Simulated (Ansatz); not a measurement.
# PtSe2: a single-point run

Aim: the field gradients at the nuclei of PtSe2, from a sound single-point run.

Program: Ansatz 0.2.0. Level of theory: DFT, PBE, plane-wave PAW, default files, scalar-relativistic, frozen cores. These are calculated values, not measurements.

**1. The system as given**

It takes space group P-3m1 (No. 164, trigonal). Conventional cell: a = 3.728 Å, b = 3.728 Å, c = 5.031 Å, α = 90.00°, β = 90.00°, γ = 120.00°. Around Pt (site symmetry -3m) lie 6 Se at 2.51 Å. Around Se (site symmetry 3m) lie 3 Pt at 2.51 Å.

As a file:

```cif
data_structure
_symmetry_space_group_name_H-M 'P 1'
_symmetry_Int_Tables_number 1
_cell_length_a 3.7278
_cell_length_b 3.7278
_cell_length_c 5.0313
_cell_angle_alpha 90.000
_cell_angle_beta 90.000
_cell_angle_gamma 120.000
_cell_volume 60.55
loop_
_atom_site_label
_atom_site_type_symbol
_atom_site_fract_x
_atom_site_fract_y
_atom_site_fract_z
_atom_site_occupancy
Pt1 Pt 0.00000 0.00000 0.00000 1
Se1 Se 0.33333 0.66667 0.25500 1
Se2 Se 0.66667 0.33333 0.74500 1
```

**2. The calculation**

The input, input.yaml:

```yaml
crystal:
  lattice:
    - [3.7278, 0.0, 0.0]
    - [-1.8639, 3.2283695002, 0.0]
    - [0.0, 0.0, 5.0313]
  atoms:
    - { symbol: Pt, position: [0.0, 0.0, 0.0] }
    - { symbol: Se, position: [0.3333333333, 0.6666666667, 0.255] }
    - { symbol: Se, position: [0.6666666667, 0.3333333333, 0.745] }
kpoints:
  mp_grid: { grid: [14, 14, 9] }
scf:
  occupations: { method: methfessel_paxton, width: 2.0 }
  max_iter: 50
hamiltonian:
  xc: pbe
  pseudopotentials: { kind: paw, frozen_core: stored }
output:
  forces: true
  stress: true
  populations: true
  efg: {}
```

Run with:

```console
ansatz run input.yaml --threads 1 --pin off --max-ram 3072MiB --backend cpu --events-out ev --progress --plain --runs-dir out
```

Log:

```text
Warning: RAYON_NUM_THREADS=1 ignored (pool sized by the plan → 1); use --threads N
band count auto-derived: 38 (N_el = 50.0; filled up to band 25; 30 by the electrons, moments and atoms)
Pt: output.efg is read without spin–orbit coupling, which moves field gradients at and beside such atoms by some per cent and up to a factor of two; PAW files take it under magnetization.noncollinear and magnetization.spin_orbit
Engine: ansatz 0.2.0, x86_64-unknown-linux-gnu
Pseudopotentials: kind: paw
Pseudopotential: Pt, paw, valence charge 18, recommended cutoff 420 eV (normal), Pt.paw.azcp
Pseudopotential: Se, paw, valence charge 16, recommended cutoff 420 eV (normal), Se.paw.azcp
Functional definition: PBE
  parameter kappa = 0.804
  parameter beta = 0.06672455060314922
  exchange = pbe_x(kappa = kappa, mu = beta*pi^2/3)
  correlation = pbe_c(beta = beta)
Crystal: 3 atoms, lattice volume = 60.550 Å³
Basis set: ecut = 420 eV, 1181 PW (Γ), exchange–correlation on 50×50×72 points (8 copies of the dense FFT grid, shifted against one another)
Bands: 38, of which v1, the nominal top of the filled ones, is band 25 counted from 1 (24 counted from 0)
Symmetry: 12 space group operations
Space group: P-3m1 (ITA 164), of the structure as read, at distance tolerance 3.9e-5 Å
k-points: 184 of 1764
Non-local potential: Pt, projectors of the file, l = 0: 3, l = 1: 2, l = 2: 2, l = 3: 1
Non-local potential: Se, projectors of the file, l = 0: 2, l = 1: 2, l = 2: 3, l = 3: 1
PAW form: soft (Blöchl's): semilocal exchange-correlation on the pseudo side does not see the compensation charge
PAW one-centre angular grid: Pt, 590 points (default); XC on 64 Gauss nodes
PAW one-centre angular grid: Se, 590 points (default); XC on 64 Gauss nodes
Initial density: superposition of atomic densities (neutral atoms: chi_scale 0, normalization atom), corrected by the library's trained network
Initial wavefunctions: pseudopotential atomic-orbital guess
Functional: x = pbe(κ = 0.804, μ = 0.2195149727645171), c = pbe(β = 0.06672455060314922)
SCF iter   1: F=—  HF=-23461.986999 eV  |F-HF|=—  |Δ(HF+E_count)|=         —  Δρ=4.91e-3  dr2=2.78e-2  ethr=1.77e-3  ⟨swp⟩=6.5  Hψ=29064  notcnv=0
preconditioner: auto → LDOS  [metal: Δε(μ)=0.035 eV  Ē_g=14.954 eV  σ=2.000 eV  W_gap=0.01  n_scr=22 (ndim 8)  ℏωp=22.4 eV  f_vac=0.032  D(μ)=1.29/eV (n_scr^D=8)  β→1.0]
SCF iter   2: F=—  HF=-23461.984235 eV  |F-HF|=—  |Δ(HF+E_count)|=   2.76e-3  S|Δr|=    0.00e0  Δρ=1.86e-3  dr2=3.25e-3  ethr=5.56e-5  ⟨swp⟩=1.9  Hψ=9660  notcnv=0
SCF iter   3: F=—  HF=-23461.983644 eV  |F-HF|=—  |Δ(HF+E_count)|=   5.90e-4  S|Δr|=    0.00e0  Δρ=3.26e-4  dr2=1.25e-4  ethr=6.51e-6  ⟨swp⟩=2.6  Hψ=10737  notcnv=0
SCF iter   4: F=—  HF=-23461.983621 eV  |F-HF|=—  |Δ(HF+E_count)|=   2.37e-5  S|Δr|=    0.00e0  Δρ=9.15e-5  dr2=5.82e-6  ethr=2.50e-7  ⟨swp⟩=2.3  Hψ=9417  notcnv=0
SCF iter   5: F=—  HF=-23461.983603 eV  |F-HF|=—  |Δ(HF+E_count)|=   1.77e-5  S|Δr|=    0.00e0  Δρ=2.07e-5  dr2=1.58e-7  ethr=1.16e-8  ⟨swp⟩=2.0  Hψ=8481  notcnv=0
SCF iter   6: F=-23461.983603 eV  HF=-23461.983603 eV  |F-HF|=3.42e-9  |Δ(HF+E_count)|=   2.39e-7  S|Δr|=    0.00e0  Δρ=3.43e-6  dr2=5.08e-9  ethr=2.00e-10  ⟨swp⟩=8.1  Hψ=31214  notcnv=0
SCF 1 converged in 6 iterations: F = -23461.983603 eV  dr2 = 5.08e-9
SCF converged after 6 iterations
Stability not checked: this state was not tested for a lower state beside it, because cold or Methfessel-Paxton smearing, or corrected tetrahedra, fill the levels in a way that the test cannot read (fill_not_monotonic; see scf.lower_state_search)
Free energy (F): -23461.983603 eV
Harris-Foulkes:  -23461.983603 eV  (|F-HF|=3.42e-9)
Internal energy: -23462.456902 eV  (E = F + TS)
E sigma→0 (E₀):  -23462.101928 eV
Entropy (-TS):   0.473299 eV (157.766 meV/atom)
Fermi energy:    13.058557 eV
--- Per-component energies (eV) ---
  E_band       = -954.717694
  E_kinetic    = 875.370733
  E_local      = -6705.665468  (includes V_loc(G=0)·N_el)
  E_nonlocal   = -989.796556
  E_hartree    = 3109.917490
  E_xc         = -470.938768
  E_vxc        = -500.289065  (∫ρ·V_xc dr)
  E_paw        = -13278.398743  (= ΣΔE_a)
  E_vpaw       = 145.828060  (= ΣTr[D̂ρ^β])
  E_aug_tail   = -0.001000  (compensation charges beyond the density's cutoff)
  E_ewald      = -6002.944589
  E_smearing   = 0.473299  (= −TS)
  E_closure    = -0.000000  (closes the sum)
  Σ components = -23461.983603   (vs F -23461.983603, Δ=0.00e0)
--- Forces (eV/Å), atoms counted from 1 ---
  atom   1  Pt     0.00000000    -0.00000000     0.00000000
  atom   2  Se     0.00000000    -0.00000000     0.39414960
  atom   3  Se    -0.00000000     0.00000000    -0.39414960
  max |Σ_I F_I| component: 5.55e-17 eV/Å
--- Stress (GPa, compression-positive) ---
        5.507008      -0.000000      -0.000000
       -0.000000       5.507008       0.000000
       -0.000000       0.000000       3.825998
  P = ⅓ Tr σ = 4.9467 GPa (49.467 kbar)
--- PAW observables at the nuclei: V_zz in 10²¹ V/m², potentials from the cell's mean, atoms counted from 1 ---
  atom   1  Pt V_zz =    +6.862800   η = 0.0000   by run symmetry: allowed
            electrostatic potential = -16114.744267 V   contact ρ = none
  atom   2  Se V_zz =    -2.907398   η = 0.0000   by run symmetry: allowed
            electrostatic potential = -4714.890813 V   contact ρ = none
  atom   3  Se V_zz =    -2.907398   η = 0.0000   by run symmetry: allowed
            electrostatic potential = -4714.890813 V   contact ρ = none
--- Band table (eV; the first three rows and the last of 184) ---
  k-point 0: bands = ["-85.9532", "-40.2129", "-40.2129", "-40.1247", "-35.2840", "-35.2840", "-35.2813", "-35.2813", "-35.2760", "-35.2760", "-35.2715", "-35.2715", "-35.2696", "-35.2695", "-2.3401", "0.4718", "6.1599", "7.0484", "7.0484", "9.5175", "9.5175", "10.8512", "12.2951", "12.2951", "13.8041", "14.7291", "14.7291", "16.9241", "17.5478", "20.7004", "20.7004", "25.2726", "25.6904", "25.6904", "25.7227", "25.7227", "26.0100", "26.1713"]
  k-point 1: bands = ["-85.9532", "-40.2129", "-40.2129", "-40.1247", "-35.2840", "-35.2840", "-35.2814", "-35.2814", "-35.2759", "-35.2759", "-35.2716", "-35.2716", "-35.2697", "-35.2694", "-2.2901", "0.3462", "6.3413", "7.0558", "7.0558", "9.5129", "9.5129", "10.8391", "12.2259", "12.2259", "13.4790", "14.8402", "14.8402", "17.0323", "17.8685", "20.6587", "20.6587", "24.8363", "24.8363", "24.9773", "25.4502", "25.8997", "25.8997", "26.7002"]
  k-point 2: bands = ["-85.9532", "-40.2129", "-40.2129", "-40.1247", "-35.2838", "-35.2838", "-35.2815", "-35.2815", "-35.2756", "-35.2756", "-35.2720", "-35.2720", "-35.2698", "-35.2693", "-2.1452", "0.0251", "6.8208", "7.0747", "7.0747", "9.5019", "9.5019", "10.7879", "12.0669", "12.0669", "12.7726", "15.1149", "15.1149", "17.3413", "18.5615", "20.5308", "20.5308", "23.9665", "24.0163", "24.0163", "24.9443", "25.8100", "26.3488", "26.3488"]
  k-point 183: bands = ["-85.9530", "-40.2207", "-40.2193", "-40.1240", "-35.2831", "-35.2829", "-35.2825", "-35.2817", "-35.2748", "-35.2740", "-35.2738", "-35.2736", "-35.2689", "-35.2689", "-0.3608", "-0.2795", "6.7182", "6.9787", "7.3986", "8.7265", "8.9613", "9.3534", "9.8822", "10.8922", "11.0059", "15.2205", "15.4480", "19.6288", "20.4449", "20.8867", "21.2468", "23.0603", "23.6024", "23.8969", "25.1180", "26.3461", "26.6007", "31.8984"]
--- Löwdin populations: 3 sites ---
  site symbol       q [e]
     0     Pt     17.5356
     1     Se     16.1309
     2     Se     16.1309
  spilling = 0.004052 (of n_electrons = 50.000000)
```

It took 72 s on 1 thread of Intel Xeon at 2.50GHz (Skylake/Cascade Lake), shared host; peak memory 0.59 GiB.

**3. Can this be trusted?**

The program finished normally, with warnings (gradients without spin orbit). Convergence says nothing about whether the input makes sense.

The suspect setting: scf.occupations.method is methfessel_paxton; scf.occupations.width is 2.0. The width is far wider than usual, so occupations near the Fermi level are blurred and the entropy term grows.

The test: set scf.occupations.method to fermi_dirac and scf.occupations.width to 0.02.

**4. A check with that setting changed**

Other changes include kpoints.mp_grid, scf.max_iter.

input.yaml, as its differences from that of step 2:

```diff
@@ -10,6 +10,5 @@
 kpoints:
-  mp_grid: { grid: [14, 14, 9] }
+  mp_grid: { grid: [13, 13, 9] }
 scf:
-  occupations: { method: methfessel_paxton, width: 2.0 }
-  max_iter: 50
+  occupations: { method: fermi_dirac, width: 0.02 }
 hamiltonian:
```

Run with:

```console
ansatz run input.yaml --threads 1 --pin off --max-ram 3072MiB --backend cpu --events-out ev --progress --plain --runs-dir out
```

Excerpt of the output:

```text
[...]
Basis set: ecut = 420 eV, 1181 PW (Γ), exchange–correlation on 50×50×72 points (8 copies of the dense FFT grid, shifted against one another)
[...]
k-points: 161 of 1521
[...]
SCF iter   1: F=—  HF=-23462.267715 eV  |F-HF|=—  |Δ(HF+E_count)|=         —  Δρ=3.02e-3  dr2=4.35e-3  ethr=1.77e-3  ⟨swp⟩=6.1  Hψ=18913  notcnv=0
preconditioner: auto → LDOS  [metal: Δε(μ)=0.005 eV  Ē_g=10.131 eV  σ=0.020 eV  W_gap=0.07  n_scr=22 (ndim 8)  ℏωp=22.4 eV  f_vac=0.032  D(μ)=0.94/eV (n_scr^D=2)  β→1.0]
SCF iter   2: F=—  HF=-23462.269362 eV  |F-HF|=—  |Δ(HF+E_count)|=   1.65e-3  Δρ=9.12e-4  dr2=6.16e-4  ethr=8.70e-6  ⟨swp⟩=2.0  Hψ=8583  notcnv=0  defer=110
[...]
SCF iter   5: F=—  HF=-23462.269244 eV  |F-HF|=—  |Δ(HF+E_count)|=   1.17e-7  Δρ=1.01e-5  dr2=1.07e-7  ethr=2.80e-9  ⟨swp⟩=2.0  Hψ=6433  notcnv=0  defer=110
SCF iter   6: F=-23462.269244 eV  HF=-23462.269244 eV  |F-HF|=3.35e-9  |Δ(HF+E_count)|=   1.68e-8  Δρ=2.64e-6  dr2=4.17e-9  ethr=2.00e-10  ⟨swp⟩=6.2  Hψ=18500  notcnv=0
[...]
SCF converged after 6 iterations
Free energy (F): -23462.269244 eV
[...]
E sigma→0 (E₀):  -23462.268646 eV
[...]
Fermi energy:    13.390487 eV
[...]
  P = ⅓ Tr σ = 6.0349 GPa (60.349 kbar)
[...]
```

It took 49 s on 1 thread of Intel Xeon at 2.50GHz (Skylake/Cascade Lake), shared host; peak memory 0.49 GiB.

Like atoms gathered into sites:

| site | atoms | first shell | V_zz (10²¹ V/m²) | η | C_Q (MHz) |
| --- | --- | --- | --- | --- | --- |
| Pt | 1 | 6 Se at 2.51 Å | 9.55 | 0.00 | – |
| Se | 2, 3 | 3 Pt at 2.51 Å; also 6 Se at 3.27–3.35 Å | -4.24 | 0.00 | – |

C_Q = eQV_zz/h, which is 24.18 MHz for Q = 1 b and V_zz = 10²¹ V/m²; η = (V_xx − V_yy)/V_zz. Quadrupole moments are those of Pyykkö's year-2017 table. A dash under C_Q marks elements without a common quadrupolar isotope.

| run | ending | energy change | pressure (GPa) | gap (eV) | force (eV/Å) | cycles | time |
| --- | --- | --- | --- | --- | --- | --- | --- |
| first try | converged | +55.6 meV/atom (σ→0) | 4.9 | 0.00 | 0.39 | 6 | 72 s |
| second try | converged | 0 | 6.0 | 0.00 | 0.32 | 6 | 49 s |

**5. What came out**

| quantity | value |
| --- | --- |
| first try | converged, 6 SCF cycles |
| fault in the input | smearing far too wide |
| second try | converged, 6 SCF cycles |
| energy (zero set by the potentials) | -23462.2692 eV |
| pressure | 6.03 GPa |
| gap on the mesh | none (metal on this mesh) |
| largest force | 0.317 eV/Å |
| largest V_zz in size | 9.55 × 10²¹ V/m² at Pt |

What this shows: Both runs converge, but the first lies +55.6 meV/atom from the second (σ→0 energies, a poor extrapolation at such a width); on mending, the pressure goes from 4.9 to 6.0 GPa, the largest force goes from 0.39 to 0.32 eV/Å. The second, on usual settings, is the one to trust of the two, though its own convergence isn't tested here. The largest force in the second run is 0.317 eV/Å, so the atoms are not at their relaxed places.
